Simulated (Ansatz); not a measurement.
Debugging a displacement scan with seeded SCF runs of GaSb3, space group Fm-3m (Ansatz's Python interface).

`walk.py`
```python
# -*- coding: utf-8 -*-
'''A displacement scan in GaSb3 with warm starts.'''

import ansatz as az
import numpy as np


def main():
    system = (
        az.Lattice.of((0.0, 3.730595, 3.730595), (3.730595, 0.0, 3.730595), (3.730595, 3.730595, 0.0))
        .atom('Ga', (0.0, 0.0, 0.0))
        .atom('Sb', (0.25, 0.25, 0.25))
        .atom('Sb', (0.75, 0.75, 0.75))
        .atom('Sb', (0.5, 0.5, 0.5))
    )

    start = np.array(system.resolved().sites[0].position)
    previous, rows = None, []
    for step in range(4):
        target = start + step * 0.005 * np.eye(3)[1]
        job = (
            system.move(0, to=target).calculation()
            .functional('r2scan')
            .pseudopotentials('paw')
            .kpoints(4, 4, 4)
            .occupations(az.OccupationsMethod.FIXED)
            .forces()
        )
        session = job.session()
        if previous is not None:
            session.seed_next_step(previous)
        previous = session.plan(retain='wavefunctions').execute()
        r = previous.report
        shift = float(np.linalg.norm((target - start) @ np.array(r['lattice']['cell_ang'])))
        rows.append((step, shift, r['lagrangian_ev'], float(np.linalg.norm(r['forces_ev_ang'][0])), r['n_iterations'], r['n_symmetry_ops']))
    rows = [(row[0], row[1], 1000 * (row[2] - rows[0][2]), *row[3:]) for row in rows]
    print('          step         moved A          dE meV  force on it eV/A      iterations  symmetry operations')
    for row in rows:
        print(f'{str(row[0]):>14s}  {row[1]:14.4f}  {row[2]:14.3f}  {row[3]:16.4f}  {row[4]:14d}  {row[5]:19d}')


if __name__ == '__main__':
    main()
```

Output of `python walk.py`:
```text
DeckWarning: basis.ecutwfc = 500 eV, auto-derived from the records' recommended cutoffs: set by Ga (their level for a meta-GGA)
RunWarning: iter 1: σ=0 fill of 29 bands saw a band overlap (occupied 12.0451 eV > unoccupied 8.0699 eV) — on an unconverged iterate often a transient of an unconverged empty band; one that stands at the close is told there (band_overlap_at_count); if the run fails to converge, the spectrum is likely genuinely metallic at σ=0 — use a smearing of finite width or the tetrahedron method (which not every kind of run takes: see the entry of scf.occupations.method in the input reference), with at least one empty band (raise scf.n_extra_bands, or leave it out; where the count is already the smallest k-point's plane-wave count, raise basis.ecutwfc first)
RunWarning: a fill by count may have filled part of one level: at k-index 0 the highest filled band, 8.083116 eV, and the lowest empty band, 8.083116 eV, stand 0.000e0 eV apart, within the solve's uncertainty, 3.162e-4 eV. If they are one level, whatever splits it, however little, can move the result. A smearing (`scf.occupations.method` with a `width`) well over the split that the run's distortions make, where the deck can take one, can fill the level evenly. On an open shell (a free atom, a radical) an even fill, a smearing's or one that the run's symmetry operations hold, can lie tenths of an eV above a state that splits the level, and an energy difference taken against it is then off by as much. To look for that state on an open shell, re-run with `crystal.symmetry.detect: false`, without `crystal.symmetry.time_reversal: true` (on a non-collinear deck from a starting moment too), where the deck allows it, and compare the energies; that run can end on one of several states, or fail to converge. If the gap is true, a tighter SCF threshold (`scf.convergence.dr2_threshold`, or `saddle.dr2_threshold`, `phonons.dr2_threshold` by `fd` or `hamiltonian.hubbard.lr.dr2_threshold` where [...]
RunWarning: the bands overlap at the fill by count (29 filled at each k-point of a channel): the highest filled level, 12.055151 eV at k-index 7, stands 3.9720 eV over the lowest empty one, 8.083116 eV at k-index 0, so that a fill of the lowest levels lies lower and no gap is reported. A metal, or a carrier in a host's bands, wants a smearing of finite width or the tetrahedron method (`scf.occupations.method`). A defect's level that its images broaden is meant whole, and this fill is then the right one; a shifted mesh or single k-points narrow the overlap
Traceback (most recent call last):
  File "walk.py", line 43, in <module>
    main()
    ~~~~^^
  File "walk.py", line 32, in main
    previous = session.plan(retain='wavefunctions').execute()
ansatz.NonConvergedError: did not converge after 100 iterations: dr2 = 1.89e-4 (threshold 1.00e-7), under the density mixer `msr1`, which `scf.mixing.algorithm: auto` chose by the deck's other keys (type `scf.mixing.algorithm: msr1` to keep it); at k-index 0, counted from 0 in this SCF's own list of k-points, the highest band that the last eigensolve's fill by count filled, 8.083206 eV, and the lowest that it left empty, 8.083208 eV, lay 2.216e-6 eV apart, the closest at any k-point: where those lie closer than the levels still move from one iteration to the next, and no symmetry of the run holds them equal, such a fill need not settle, and opposed starting moments at zero total moment, or else a narrow smearing, may settle it (`scf.occupations.method`, Limitations, in the input reference); raise `scf.max_iter`, which need not help a stalled SCF, or adjust the mixing (`scf.mixing`) or, under a smearing, its width (`scf.occupations.width`, in either direction: another width is another result); this SCF holds its density and magnetisation to the symmetry operations that it keeps, and cannot end on a state that breaks one of them: if the state sought breaks one, re-run with [...]
```
(Warnings from the package without file and line, shortened, repeats left out.)

Find the fault and give the corrected script.

The fault: fixed occupations, though the bands overlap at this level of theory. The correction:

```diff
--- before
+++ after
@@ -25,3 +25,3 @@
             .kpoints(4, 4, 4)
-            .occupations(az.OccupationsMethod.FIXED)
+            .occupations('fermi_dirac', width=0.1)
             .forces()
```

The mended script runs so:

`python walk.py` gives:
```text
DeckWarning: basis.ecutwfc = 500 eV, auto-derived from the records' recommended cutoffs: set by Ga (their level for a meta-GGA)
          step         moved A          dE meV  force on it eV/A      iterations  symmetry operations
             0          0.0000           0.000            0.0000               8                   48
             1          0.0264           0.161            0.0122               6                    4
             2          0.0528           0.648            0.0247               7                    4
             3          0.0791           1.471            0.0377               7                    4
```
(Warnings from the package without file and line.)

Caveats:
- For a metal this k-point mesh is coarse: on a finer one energies can move by several to tens of meV an atom and pressures by half a GPa or more, differences at one mesh by less.
- The structure comes from a database of computed cells and needn't be a stable or known phase.
- The first step keeps the crystal's symmetry; the moved atom lowers it.
- Wall time of the script: 57 s on 1 thread of Arm Neoverse V1, with other jobs on the host, peak memory 0.7 GiB.
